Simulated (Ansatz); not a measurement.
# HF/3-21G run of CH9NSi2 (SMILES C[SiH2]N[SiH3])

What is the electronic atomisation energy of CH9NSi2 at HF/3-21G? 

The results are computed with Ansatz 0.2.0.

44 further runs of the same task are left out: 44 set aside as unsound or not needed. Runs told in other sessions of the task aren't counted.

## (1) The molecule

CH9NSi2: 13 atoms, total charge 0, spin state singlet. As SMILES, `C[SiH2]N[SiH3]`. The coordinates come from a PBE0-D4/def2-TZVP relaxation. This is one conformer, not always the lowest.

Bond lengths: C1–Si2 1.865 Å, Si2–N3 1.730 Å, N3–Si4 1.724 Å, C1–H5 1.094 Å, C1–H6 1.093 Å, C1–H7 1.093 Å, Si2–H8 1.491 Å, Si2–H9 1.487 Å, N3–H10 1.011 Å, Si4–H11 1.485 Å, Si4–H12 1.489 Å, Si4–H13 1.491 Å. Some angles: C1–Si2–N3 112.8°, Si2–N3–Si4 128.4°, C1–Si2–H8 108.4°, C1–Si2–H9 110.4°, N3–Si2–H8 110.2°, N3–Si2–H9 106.2°, Si2–C1–H5 110.6°, Si2–C1–H6 110.9°, Si2–C1–H7 111.0°, Si2–N3–H10 115.9°.

## (2) The energy at HF/3-21G

input.yaml reads:

```yaml
crystal:
  periodic: [false, false, false]
  atoms:
    - {symbol: C, position_ang: [0.548000, 2.005600, -0.681400]}
    - {symbol: Si, position_ang: [-0.416900, 0.418300, -0.851600]}
    - {symbol: N, position_ang: [0.330700, -0.910900, -0.035400]}
    - {symbol: Si, position_ang: [-0.254700, -1.802600, 1.318600]}
    - {symbol: H, position_ang: [0.048800, 2.818700, -1.215900]}
    - {symbol: H, position_ang: [0.644700, 2.292400, 0.368400]}
    - {symbol: H, position_ang: [1.553200, 1.899700, -1.098200]}
    - {symbol: H, position_ang: [-0.565400, 0.112100, -2.303700]}
    - {symbol: H, position_ang: [-1.769200, 0.566800, -0.250900]}
    - {symbol: H, position_ang: [1.189600, -1.253400, -0.443100]}
    - {symbol: H, position_ang: [-1.238600, -0.954600, 2.037800]}
    - {symbol: H, position_ang: [0.874300, -2.146100, 2.226000]}
    - {symbol: H, position_ang: [-0.924100, -3.080700, 0.944100]}
basis:
  gaussian:
    orbitals: 3-21G.json
hamiltonian:
  xc: hf
accuracy: high
output:
  orbitals: {seedname: orbitals}
```

The basis set 3-21G is read from a file made from the Basis Set Exchange's data (not shown).

The run is started by

```console
$ ansatz run input.yaml --threads 1 --pin off --max-ram 2610MiB --events-out events.jsonl --progress --plain --runs-dir runs
```

The log of the run:

```text
Warning: RAYON_NUM_THREADS=1 ignored (pool sized by the plan → 1); use --threads N
Functional definition: HF
  name "HF"
  exchange = exact_x
  correlation = 0
1532 factors; integrals over basis functions are off by at most 1.0e-8 eV
mean field evaluation 1: about -18279.8754 eV, gradient 3.1e1 eV
mean field evaluation 2: about -18280.2491 eV, gradient 3.1e1 eV
mean field evaluation 4: about -18282.4318 eV, gradient 2.7e0 eV
mean field evaluation 8: about -18282.4581 eV, gradient 8.9e-2 eV
mean field evaluation 16: about -18282.4581 eV, gradient 3.0e-8 eV
mean field -18282.45812447 eV, -671.8679437791 hartree, gradient 3.0e-8 eV, S^2 0.000000; 0 other end points of the search recorded, 0 dependent functions left out
reference -18282.45812447 eV, -671.8679437791 hartree; 25, 25 occupied and 37, 37 virtual orbitals, 1532 factors
Total energy: -18282.45812447 eV, -671.8679437791 hartree
```

It took 1.5 s on 1 thread of Intel Xeon Platinum 8259CL at 2.50GHz (Skylake/Cascade Lake), shared host; peak memory 0.17 GiB.

## (3) The C atom at the same level

molecule.yaml reads:

```yaml
crystal:
  periodic: [false, false, false]
  atoms:
    - {symbol: C, position_ang: [0.000000, 0.000000, 0.000000]}
basis:
  gaussian:
    orbitals: 3-21G.json
magnetization:
  spin_polarized: true
  initial_magnetization: 2
hamiltonian:
  xc: hf
accuracy: high
```

The basis set 3-21G is read from a file made from the Basis Set Exchange's data (not shown).

Run the same way, it converges to -37.48107 Eh (log not shown).

## (4) The H atom

in.yaml reads:

```yaml
crystal:
  periodic: [false, false, false]
  atoms:
    - {symbol: H, position_ang: [0.000000, 0.000000, 0.000000]}
basis:
  gaussian: {orbitals: 3-21G.json}
magnetization: {spin_polarized: true, initial_magnetization: 1}
hamiltonian: {xc: hf}
accuracy: high
```

The basis set 3-21G is read from a file made from the Basis Set Exchange's data (not shown).

Run the same way, it converges to -0.49620 Eh (log not shown).

## (5) The N atom at the same level

input.yaml reads:

```yaml
basis:
  gaussian:
    orbitals: 3-21G.json
crystal:
  periodic: [false, false, false]
  atoms:
    - {symbol: "N", position_ang: [0.000000, 0.000000, 0.000000]}
magnetization:
  spin_polarized: true
  initial_magnetization: 3
hamiltonian:
  xc: hf
accuracy: high
```

The basis set 3-21G is read from a file made from the Basis Set Exchange's data (not shown).

Run the same way, it converges to -54.10539 Eh (log not shown).

## (6) The Si atom

in.yaml reads:

```yaml
crystal:
  periodic: [false, false, false]
  atoms:
    - {symbol: Si, position_ang: [0.000000, 0.000000, 0.000000]}
basis:
  gaussian:
    orbitals: 3-21G.json
total_charge: 0
magnetization:
  spin_polarized: true
  initial_magnetization: 2
hamiltonian:
  xc: hf
accuracy: high
```

The basis set 3-21G is read from a file made from the Basis Set Exchange's data (not shown).

The run is started by

```console
$ ansatz run in.yaml --threads 1 --pin off --max-ram 2610MiB --events-out events.jsonl --progress --plain --runs-dir runs
```

The log of the run:

```text
Warning: RAYON_NUM_THREADS=1 ignored (pool sized by the plan → 1); use --threads N
[... 4 set-up lines as earlier in the session ...]
78 factors; integrals over basis functions are off by at most 2.9e-9 eV
mean field evaluation 1: about -7818.9387 eV, gradient 2.7e0 eV
mean field evaluation 2: about -7818.9448 eV, gradient 2.7e0 eV
mean field evaluation 4: about -7819.0416 eV, gradient 1.1e-1 eV
mean field evaluation 8: about -7819.0403 eV, gradient 3.5e-8 eV
mean field evaluation 16: about -7819.0456 eV, gradient 1.7e-3 eV
mean field evaluation 32: about -7819.0403 eV, gradient 8.0e-3 eV
mean field -7819.04028989 eV, -287.3444307175 hartree, gradient 4.7e-8 eV, S^2 2.000009; 1 other end points of the search recorded, 0 dependent functions left out
reference -7819.04028989 eV, -287.3444307175 hartree; 8, 6 occupied and 5, 7 virtual orbitals, 78 factors
Total energy: -7819.04028989 eV, -287.3444307175 hartree
```

Wall time 0.08 s (1 thread of Intel Xeon Platinum 8259CL at 2.50GHz (Skylake/Cascade Lake), shared host).

## (7) What came out

Level: HF/3-21G.

| quantity | value |
| --- | --- |
| molecule: total energy | -671.86794 Eh |
| molecule: HOMO energy | -10.20 eV |
| molecule: LUMO energy | 4.51 eV |
| molecule: HOMO–LUMO gap | 14.71 eV |
| C atom: total energy | -37.48107 Eh |
| C atom: ⟨S²⟩ | 2.001 |
| H atom: total energy | -0.49620 Eh |
| H atom: ⟨S²⟩ | 0.750 |
| N atom: total energy | -54.10539 Eh |
| N atom: ⟨S²⟩ | 3.752 |
| Si atom: total energy | -287.34443 Eh |
| Si atom: ⟨S²⟩ | 2.000 |
| electronic atomisation energy | 30.663 eV |

What this shows: Taking the molecule apart into free atoms costs 30.66 eV (707 kcal/mol), before zero-point energy and without spin-orbit coupling. Hartree–Fock lacks the correlation of the bonding pairs, which as a rule makes this value much too low; in minimal bases other errors can mask that. The basis has no polarisation functions, which makes bonds too weak.
